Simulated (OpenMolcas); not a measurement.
# W³⁺ among point charges: CASSCF and CASPT2 levels and susceptibility

Aim: the splitting of the states of W³⁺ in the field of 8 point charges, its lowest levels with spin-orbit coupling and its magnetic susceptibility.

Program: OpenMolcas 26.06. Level of theory: state-averaged CASSCF and CASPT2, spin-orbit coupling by RASSI with atomic mean-field integrals. These are calculated values, not measurements, unless marked.

## (1) The system

| Quantity | Value |
| --- | --- |
| Species | W³⁺ (tungsten, Z = 74, 71 electrons) |
| Basis | ANO-RCC-VDZP [7s6p4d2f1g], 68 functions |
| Scalar Hamiltonian | DKH2, point nucleus |
| Inactive shells | 1s 2s 2p 3s 3p 3d 4s 4p 4d 4f 5s 5p |
| Active space | 3 electrons in 5 orbitals (5d) |
| Some configurations of this space | 5d3 |
| Orbitals | optimised for each spin and parity, averaged over all roots |

The outer shells:

5d3
```
5d [↑ ][↑ ][↑ ][  ][  ]
```

The ion sits among 8 point charges of -1.2 e arranged as a cube (Oh), 2.26 Å from the ion.

Each step is its own input file, run in one work folder so that later steps find the files of earlier ones. Labels, J, g values, rates, χT and fits are worked out afterwards by a script from the matrices that RASSI stores. The input lists half of the charges; inversion (Group=XYZ) makes the rest.

## (2) GATEWAY and SEWARD: basis and integrals

Contents of a.inp:

```
&GATEWAY
Coord
1

W 0.0 0.0 0.0
Basis=ANO-RCC-VDZP
Group=XYZ
NoMove
AngMom=0.0 0.0 0.0
AMFI
XField
4 Angstrom 0
1.304812 1.304812 1.304812 -1.200000
1.304812 1.304812 -1.304812 -1.200000
1.304812 -1.304812 1.304812 -1.200000
1.304812 -1.304812 -1.304812 -1.200000
&SEWARD
```

Launch:

```bash
OMP_NUM_THREADS=1 MOLCAS_MEM=1689 MOLCAS_PROJECT=a pymolcas a.inp > a.log
```

The program printed:

```text
Basis set label: W.ANO-RCC...7S6P4D2F1G.

      Electronic valence basis set:
      ------------------
      Associated Effective Charge  74.000000 au
      Associated Actual Charge     74.000000 au
      Nuclear Model: Point charge

      Shell  nPrim  nBasis  Cartesian Spherical Contaminant
         s      24       7        X
         p      21       6        X
         d      15       4                 X
         f      11       2                 X
         g       4       1                 X
                  Relativistic Douglas-Kroll-Hess integrals:
                    - DKH order of Hamiltonian: 2
                    - DKH order of Properties : 0
                  Atomic mean-field integrals
```

## (3) Reference wave functions, quartets of even parity, 10 roots

Contents of a.inp:

```
&RASSCF
FileOrb=start.orb
Symmetry=1
Spin=4
nActEl=3 0 0
Inactive=15 19
Ras2=5 0
CIRoot=10 10 1
SDav=10
CIMx=300
Iter=120 100
PrWF=0.3
OrbListing=Nothing
MaxOrb=0
>>> COPY $Project.JobIph JOB001
```

start.orb holds the contracted functions of the basis, ordered by shell, or the orbitals of the step before.

The program printed, cut to the lines that bear on the results:

```text
[...]
      Number of active orbitals                  5
[...]
      Spin quantum number                      1.5
[...]
      Active orbitals                            5   0
[...]
      Number of CSFs                            10
      Number of root(s) required                10
[...]
      Convergence after 10 iterations
[...]
      Natural orbitals and occupation numbers for root  1
      sym 1:   0.085890   0.085890   1.000000   0.914110   0.914110
      Natural orbitals and occupation numbers for root  2
      sym 1:   0.915108   0.084892   1.000000   0.084892   0.915108
      Natural orbitals and occupation numbers for root  3
      sym 1:   0.084892   0.915108   0.084892   0.915108   1.000000
::    RASSCF root number  1 Total energy: -16132.43099440
::    RASSCF root number  2 Total energy: -16132.43099440
::    RASSCF root number  3 Total energy: -16132.43099440
[...]
::    RASSCF root number  7 Total energy: -16132.37428066
::    RASSCF root number  8 Total energy: -16132.35874080
::    RASSCF root number  9 Total energy: -16132.35874080
::    RASSCF root number 10 Total energy: -16132.35874080
```

## (4) CASSCF: doublets of even parity, 40 roots

Contents of a.inp:

```
&RASSCF
FileOrb=start.orb
Symmetry=1
Spin=2
nActEl=3 0 0
Inactive=15 19
Ras2=5 0
CIRoot=40 40 1
SDav=40
CIMx=300
Iter=120 100
PrWF=0.3
OrbListing=Nothing
MaxOrb=0
>>> COPY $Project.JobIph JOB002
```

Launch:

```bash
OMP_NUM_THREADS=1 MOLCAS_MEM=1689 MOLCAS_PROJECT=a pymolcas a.inp > a.log
```

The program printed, cut to the lines that bear on the results:

```text
[...]
      Number of active orbitals                  5
[...]
      Spin quantum number                      0.5
[...]
      Active orbitals                            5   0
[...]
      Number of CSFs                            40
      Number of root(s) required                40
[...]
      Convergence after  8 iterations
[...]
      Natural orbitals and occupation numbers for root  1
      sym 1:   0.057368   0.028921   0.992703   0.033377   1.887631
      Natural orbitals and occupation numbers for root  2
      sym 1:   0.022409   0.050857   1.887631   0.046400   0.992703
      Natural orbitals and occupation numbers for root  3
      sym 1:   0.460372   0.388523   1.026721   0.238170   0.886215
::    RASSCF root number  1 Total energy: -16132.39810599
::    RASSCF root number  2 Total energy: -16132.39810599
::    RASSCF root number  3 Total energy: -16132.37348972
[...]
::    RASSCF root number 27 Total energy: -16132.31239407
::    RASSCF root number 28 Total energy: -16132.31239407
::    RASSCF root number 29 Total energy: -16132.29489645
::    RASSCF root number 30 Total energy: -16132.29489645
```

## (5) State interaction with spin-orbit coupling

Contents of a.inp:

```
&RASSI
NrOfJobIphs=2 10 40
1 2 3 4 5 6 7 8 9 10
1 2 3 4 5 6 7 8 9 10 11 12 13 14 15 16 17 18 19 20 21 22 23 24 25 26 27
28 29 30 31 32 33 34 35 36 37 38 39 40
IphNames
JOB001
JOB002
EJob
SpinOrbit
DIPRint=1.0
SOCoupling=1000.0
Subsets=2
Property=9
'ANGMOM' 1 'ANGMOM' 2 'ANGMOM' 3 'MLTPL  1' 1 'MLTPL  1' 2 'MLTPL  1' 3
'AMFI' 1 'AMFI' 2 'AMFI' 3
SOProperty=3
'ANGMOM' 1 'ANGMOM' 2 'ANGMOM' 3
```

The program printed:

```text
SPIN-FREE ENERGIES:
  (Shifted by EMIN (a.u.) =     -16132.4309944004)

 SF State       Relative EMIN(au)   Rel lowest level(eV)    D:o, cm**(-1)      L_eff

     1             0.0000000000        0.0000000000              0.0000         3.0
     2             0.0000000000        0.0000000000              0.0000         3.0
     3             0.0000000000        0.0000000000              0.0000         3.0
     4             0.0260478098        0.7087970133           5716.8335         3.0
     5             0.0260478098        0.7087970133           5716.8335         3.0
     6             0.0260478098        0.7087970133           5716.8335         3.0
    11             0.0328884098        0.8949392218           7218.1716         4.0
    12             0.0328884098        0.8949392218           7218.1716         4.0
     7             0.0567137417        1.5432595300          12447.2275         3.0
    13             0.0575046784        1.5647820148          12620.8181         3.8
    14             0.0575046784        1.5647820148          12620.8181         3.8
    15             0.0575046784        1.5647820148          12620.8181         3.8
    16             0.0576873345        1.5697523398          12660.9065         4.4
    17             0.0576873345        1.5697523398          12660.9065         4.4
    18             0.0576873345        1.5697523398          12660.9065         4.4
    10             0.0722535986        1.9661205787          15857.8319         1.1
     9             0.0722535986        1.9661205787          15857.8319         1.1
     8             0.0722535986        1.9661205787          15857.8319         1.1
    19             0.0738244929        2.0088667896          16202.6034         2.8
    20             0.0738244929        2.0088667896          16202.6034         2.8
    21             0.0738244929        2.0088667896          16202.6034         2.8
    22             0.0807931660        2.1984940451          17732.0503         4.0
    23             0.0873718758        2.3775098587          19175.9102         4.4
    24             0.0873718758        2.3775098587          19175.9102         4.4
    25             0.0873718758        2.3775098587          19175.9102         4.4
    26             0.0932290027        2.5368904006          20461.4010         4.6
    27             0.0932290027        2.5368904006          20461.4010         4.6
    28             0.0932290027        2.5368904006          20461.4010         4.6
    29             0.1003966671        2.7319324854          22034.5215         4.0
    30             0.1003966671        2.7319324854          22034.5215         4.0
    31             0.1106775340        3.0116891272          24290.9110         3.1
    32             0.1106775340        3.0116891272          24290.9110         3.1
    33             0.1106775340        3.0116891272          24290.9110         3.1
    34             0.1145201684        3.1162525361          25134.2717         4.2
    35             0.1145201684        3.1162525361          25134.2717         4.2
    36             0.1145201684        3.1162525361          25134.2717         4.2
    37             0.1186003272        3.2272793136          26029.7631         3.5
    38             0.1186003272        3.2272793136          26029.7631         3.5
    39             0.1360979474        3.7034138144          29870.0468         3.0
    40             0.1360979474        3.7034138144          29870.0468         3.0
Eigenvalues of complex Hamiltonian:
   -----------------------------------
  (Shifted by EMIN (a.u.) =     -16132.4309944004)

 SO State       Relative EMIN(au)   Rel lowest level(eV)    D:o, cm**(-1)     J-value

     1            -0.0281631819        0.0000000003              0.0000         1.4
     2            -0.0281631819        0.0000000000              0.0000         1.7
     3            -0.0281631819        0.0000000003              0.0000         1.4
     4            -0.0281631819        0.0000000000              0.0000         1.7
     5            -0.0149379297        0.3598774473           2902.6074         2.1
     6            -0.0149379297        0.3598774473           2902.6074         2.1
     7            -0.0041063917        0.6546186111           5279.8552         2.5
     8            -0.0041063917        0.6546186111           5279.8552         2.5
     9            -0.0041063917        0.6546186113           5279.8552         2.4
    10            -0.0041063917        0.6546186113           5279.8552         2.4
    11             0.0087247848        1.0037727111           8095.9729         3.2
    12             0.0087247848        1.0037727111           8095.9729         3.2
    13             0.0128318440        1.1155314853           8997.3682         2.8
    14             0.0128318440        1.1155314852           8997.3682         2.6
    15             0.0128318440        1.1155314852           8997.3682         2.6
    16             0.0128318440        1.1155314853           8997.3682         2.8
    17             0.0159027051        1.1990938707           9671.3443         2.7
    18             0.0159027051        1.1990938707           9671.3443         2.7
    19             0.0203125208        1.3190910695          10639.1870         3.2
    20             0.0203125208        1.3190910693          10639.1870         2.8
    21             0.0203125208        1.3190910695          10639.1870         3.2
    22             0.0203125208        1.3190910693          10639.1870         2.8
    23             0.0237506843        1.4126482649          11393.7766         3.1
    24             0.0237506843        1.4126482649          11393.7766         3.1
    25             0.0346949060        1.7104557087          13795.7557         2.8
    26             0.0346949060        1.7104557088          13795.7557         2.9
    27             0.0346949060        1.7104557086          13795.7557         3.4
    28             0.0346949060        1.7104557086          13795.7557         3.4
    29             0.0448217678        1.9860216563          16018.3449         2.7
    30             0.0448217678        1.9860216563          16018.3449         2.7
    31             0.0448217678        1.9860216564          16018.3449         2.4
    32             0.0448217678        1.9860216564          16018.3449         2.4
    33             0.0450958979        1.9934811166          16078.5095         1.8
    34             0.0450958979        1.9934811166          16078.5095         1.8
    35             0.0502895256        2.1348069270          17218.3791         2.8
    36             0.0502895256        2.1348069270          17218.3791         2.8
    37             0.0502895256        2.1348069269          17218.3791         3.2
    38             0.0502895256        2.1348069269          17218.3791         3.2
    39             0.0521998364        2.1867891307          17637.6438         2.8
    40             0.0521998364        2.1867891307          17637.6438         2.8
    41             0.0546644723        2.2538552907          18178.5689         3.1
Weights of the five most important spin-orbit-free states for each spin-orbit state.

 SO State  Total energy (au)           Spin-free states, spin, and weights
 -------------------------------------------------------------------------------------------------------
    1        -0.028163       3 1.5  0.4386    1 1.5  0.2002    2 1.5  0.0739   12 0.5  0.0631    5 1.5  0.0547
    2        -0.028163       2 1.5  0.4010    1 1.5  0.2754   11 0.5  0.0631    6 1.5  0.0556    4 1.5  0.0493
    3        -0.028163       3 1.5  0.4389    1 1.5  0.1995    2 1.5  0.0743   12 0.5  0.0632    5 1.5  0.0548
    4        -0.028163       2 1.5  0.4010    1 1.5  0.2752   11 0.5  0.0631    6 1.5  0.0554    4 1.5  0.0495
    5        -0.014938       2 1.5  0.3052    1 1.5  0.3052    3 1.5  0.3052    6 1.5  0.0204    4 1.5  0.0204
    6        -0.014938       1 1.5  0.3052    2 1.5  0.3052    3 1.5  0.3052    6 1.5  0.0204    4 1.5  0.0204
    7        -0.004106       3 1.5  0.4328    1 1.5  0.2031    2 1.5  0.0873    5 1.5  0.0788    4 1.5  0.0773
    8        -0.004106       3 1.5  0.4339    1 1.5  0.1926    2 1.5  0.0967    4 1.5  0.0795    5 1.5  0.0769
    9        -0.004106       2 1.5  0.3950    1 1.5  0.2760    6 1.5  0.0833    4 1.5  0.0666    5 1.5  0.0649
   10        -0.004106       2 1.5  0.3853    1 1.5  0.2925    6 1.5  0.0861    5 1.5  0.0657    4 1.5  0.0630
   11         0.008725       2 1.5  0.2792    1 1.5  0.2792    3 1.5  0.2792   22 0.5  0.0547    4 1.5  0.0290
   12         0.008725       2 1.5  0.2792    1 1.5  0.2792    3 1.5  0.2792   22 0.5  0.0547    4 1.5  0.0290
```

These steps took 12 s in all on 1 thread, shared host.

States without spin-orbit coupling:

| state | degeneracy | E (cm-1) | free-ion L (%) |
| --- | --- | --- | --- |
| 4T1 | 3 | 0 | F (97) |
| 4T2 | 3 | 5717 | F (100) |
| 2E | 2 | 7218 | G (50) |
| 4A2 | 1 | 12447 | F (100) |
| 2T2 | 3 | 12621 | G (73) |
| 2T1 | 3 | 12661 | G (59) |
| 4T1 | 3 | 15858 | P (97) |
| 2T1 | 3 | 16203 | P (65) |
| 2A1 | 1 | 17732 | G (100) |
| 2T2 | 3 | 19176 | H (62) |
| 2T1 | 3 | 20461 | H (70) |
| 2E | 2 | 22035 | H (58) |
| 2T2 | 3 | 24291 | D (70) |
| 2T1 | 3 | 25134 | H (57) |
| 2E | 2 | 26030 | G (47) |
| 2T2 | 3 | 29870 | F (91) |
| 2T1 | 3 | 32093 | F (78) |
| 2A2 | 1 | 32204 | F (100) |
| 2E | 2 | 47552 | D (99) |
| 2T2 | 3 | 47782 | D (90) |

With spin-orbit coupling:

```csv
E (cm-1),Degeneracy,Label,2S+1,g
0.0,4,Γ8,4,
2903,2,Γ7,4,1.84 1.84 1.84
5280,4,Γ8,4,
8096,2,Γ6,4,2.43 2.43 2.43
8997,4,Γ8,4,
9671,2,Γ7,4,3.52 3.52 3.52
10639,4,Γ8,2,
11394,2,Γ6,4,0.62 0.62 0.62
13796,4,Γ8,4,
16018,4,Γ8,4,
16079,2,Γ6,2,2.13 2.13 2.13
17218,4,Γ8,4,
17638,2,Γ7,2,2.31 2.31 2.31
18179,2,Γ6,2,0.12 0.12 0.12
19461,4,Γ8,2,
21880,4,Γ8,4,
22015,2,Γ6,2,1.46 1.46 1.46
22198,2,Γ7,4,2.47 2.47 2.47
22999,4,Γ8,4,
24876,4,Γ8,2,
25060,2,Γ6,2,1.33 1.33 1.33
26619,4,Γ8,2,
26952,2,Γ6,2,2.97 2.97 2.97
27081,2,Γ7,2,3.09 3.09 3.09
```

Principal g values are given for doublets only; a zero marks a field direction without first-order Zeeman splitting.

Powder χT (cm³ K/mol): 0.11 at 2 K, 0.11 at 5 K, 0.11 at 10 K, 0.11 at 20 K, 0.12 at 50 K, 0.13 at 100 K, 0.14 at 150 K, 0.14 at 200 K, 0.15 at 250 K, 0.16 at 300 K.

A ligand-field fit to the states below 45000 cm-1 gives 10Dq = -6845 cm-1, B = 726 cm-1 and C = 2951 cm-1 (C/B = 4.07), with a deviation of 123 cm-1.

## (6) CASPT2: IPEA 0.25, imaginary shift 0.1 (closed shells correlated: 4f 5s 5p)

Contents of a.inp:

```
>>> COPY JOB001 $Project.JobIph
&CASPT2
Multistate=10 1 2 3 4 5 6 7 8 9 10
NoMult
Frozen=14 9
IPEA=0.25
Imaginary=0.1
MaxIter=60
WThr=0.0 0.3 0.05
PrWF=0.5
NoMix
>>> COPY JOB002 $Project.JobIph
&CASPT2
Multistate=40 1 2 3 4 5 6 7 8 9 10 11 12 13 14 15 16 17 18 19 20 21 22
23 24 25 26 27 28 29 30 31 32 33 34 35 36 37 38 39 40
NoMult
Frozen=14 9
IPEA=0.25
Imaginary=0.1
MaxIter=60
WThr=0.0 0.3 0.05
PrWF=0.5
NoMix
```

Launch:

```bash
OMP_NUM_THREADS=1 MOLCAS_MEM=1689 MOLCAS_PROJECT=a pymolcas a.inp > a.log
```

The program printed, cut to the lines that bear on the results:

```text
[...]
      Active orbitals                            5   0
[...]
      E2 (Variational):          -0.7760667174
      Total energy:          -16133.2070611178
[...]
::    CASPT2 Root  1     Total energy: -16133.20706112
::    CASPT2 Root  2     Total energy: -16133.20704355
[...]
::    CASPT2 Root 27     Total energy: -16133.09449325
::    CASPT2 Root 28     Total energy: -16133.09481875
::    CASPT2 Root 29     Total energy: -16133.08420261
::    CASPT2 Root 30     Total energy: -16133.08429641
```

This run took 9.1 s in all on 1 thread, shared host.

SS-CASPT2: lowest energy less the reference's lowest, -0.7761 hartree; reference weights 0.902 to 0.924.

States without spin-orbit coupling:

| state | degeneracy | E (cm-1) | free-ion L (%) |
| --- | --- | --- | --- |
| 4T1 | 3 | 0 | F (97) |
| 4T2 | 3 | 5726 | F (100) |
| 2E | 2 | 6838 | G (50) |
| 2T2 | 3 | 11440 | G (73) |
| 2T1 | 3 | 11996 | G (59) |
| 4A2 | 1 | 12800 | F (100) |
| 2T1 | 3 | 13335 | P (65) |
| 4T1 | 3 | 14675 | P (97) |
| 2A1 | 1 | 16521 | G (100) |
| 2T2 | 3 | 18146 | H (62) |
| 2T1 | 3 | 19675 | H (70) |
| 2E | 2 | 20752 | H (58) |
| 2T2 | 3 | 22341 | D (70) |
| 2T1 | 3 | 24034 | H (57) |
| 2E | 2 | 24668 | G (47) |
| 2T2 | 3 | 26967 | F (91) |
| 2T1 | 3 | 28998 | F (78) |
| 2A2 | 1 | 29070 | F (100) |
| 2E | 2 | 43380 | D (99) |
| 2T2 | 3 | 43560 | D (90) |

With spin-orbit coupling:

| E (cm-1) | Degeneracy | Label | 2S+1 | g |
| --- | --- | --- | --- | --- |
| 0 | 4 | Γ8 | 4 |  |
| 2990 | 2 | Γ7 | 4 | 1.84 1.84 1.84 |
| 5360 | 4 | Γ8 | 4 |  |
| 8130 | 2 | Γ6 | 4 | 2.50 2.50 2.50 |
| 8800 | 4 | Γ8 | 4 |  |
| 9590 | 2 | Γ7 | 4 | 3.44 3.44 3.44 |
| 10370 | 4 | Γ8 | 2 |  |
| 11320 | 2 | Γ6 | 4 | 0.70 0.70 0.70 |
| 13480 | 4 | Γ8 | 4 |  |
| 14290 | 2 | Γ6 | 2 | 1.99 1.99 1.99 |
| 14720 | 4 | Γ8 | 2 |  |
| 16770 | 2 | Γ7 | 2 | 2.39 2.39 2.39 |
| 16920 | 4 | Γ8 | 4 |  |
| 17730 | 2 | Γ6 | 2 | 0.19 0.19 0.19 |
| 19170 | 4 | Γ8 | 2 |  |
| 20570 | 2 | Γ6 | 2 | 1.53 1.53 1.53 |
| 21030 | 4 | Γ8 | 4 |  |
| 21110 | 2 | Γ7 | 4 | 2.47 2.47 2.47 |
| 22200 | 4 | Γ8 | 4 |  |
| 23550 | 2 | Γ6 | 2 | 1.46 1.46 1.46 |
| 23600 | 4 | Γ8 | 2 |  |
| 25320 | 4 | Γ8 | 2 |  |
| 26120 | 2 | Γ7 | 2 | 3.08 3.08 3.08 |
| 26280 | 2 | Γ6 | 2 | 2.94 2.94 2.94 |

Powder χT (cm³ K/mol): 0.11 at 2 K, 0.11 at 5 K, 0.11 at 10 K, 0.11 at 20 K, 0.12 at 50 K, 0.13 at 100 K, 0.13 at 150 K, 0.14 at 200 K, 0.15 at 250 K, 0.16 at 300 K.

A ligand-field fit to the states below 45000 cm-1 gives 10Dq = -6798 cm-1, B = 620 cm-1 and C = 2782 cm-1 (C/B = 4.49), with a deviation of 490 cm-1.

## (7) The methods side by side

A. CASSCF
B. SS-CASPT2, IPEA 0.25, imaginary shift 0.1 (closed shells correlated: 4f 5s 5p)

| method | ground state | first state of that spin (cm-1) | first gap with spin-orbit (cm-1) | χT at 300 K |
| --- | --- | --- | --- | --- |
| A | 4T1 | 4T2 5717 | 2902.6 | 0.16 |
| B | 4T1 | 4T2 5726 | 2994.8 | 0.16 |

## (8) Outcome

| quantity | value |
| --- | --- |
| method | SS-CASPT2, IPEA 0.25, imaginary shift 0.1 (closed shells correlated: 4f 5s 5p) |
| spin-free ground state | 4T1, 3-fold in its orbital part |
| first state of the same spin within the active space | 4T2 at 5730 cm⁻¹ |
| lowest level | 4-fold Γ8 |
| next level | 2994.8 cm⁻¹ |
| χT at 300 K | 0.16 cm³ K/mol |
| effective moment at 300 K | 1.12 μB |

Cost by method:

| method | time of its own steps | time with the reference |
| --- | --- | --- |
| A. CASSCF | 12 s | 12 s |
| B. SS-CASPT2, IPEA 0.25, imaginary shift 0.1, +4f 5s 5p | 9.1 s | 21 s |

Times are of one thread on a shared host.

What this shows: The spin-free ground state (4T1) comes to 97 % from free-ion F terms and keeps the highest spin of the shell. χT at 300 K is 0.16, against 1.88 cm³ K/mol for the spin alone, so spin-orbit coupling lowers it. A ligand-field fit to the states below 45000 cm-1 gives 10Dq = -6798 cm-1, B = 620 cm-1 and C = 2782 cm-1 (C/B = 4.49), with a deviation of 490 cm-1. CASPT2 does not keep the components of a term degenerate, and the means are used. The field of point charges can differ much from that of real complexes. Point charges carry no covalency, so the field is a model and not that of real ligands.
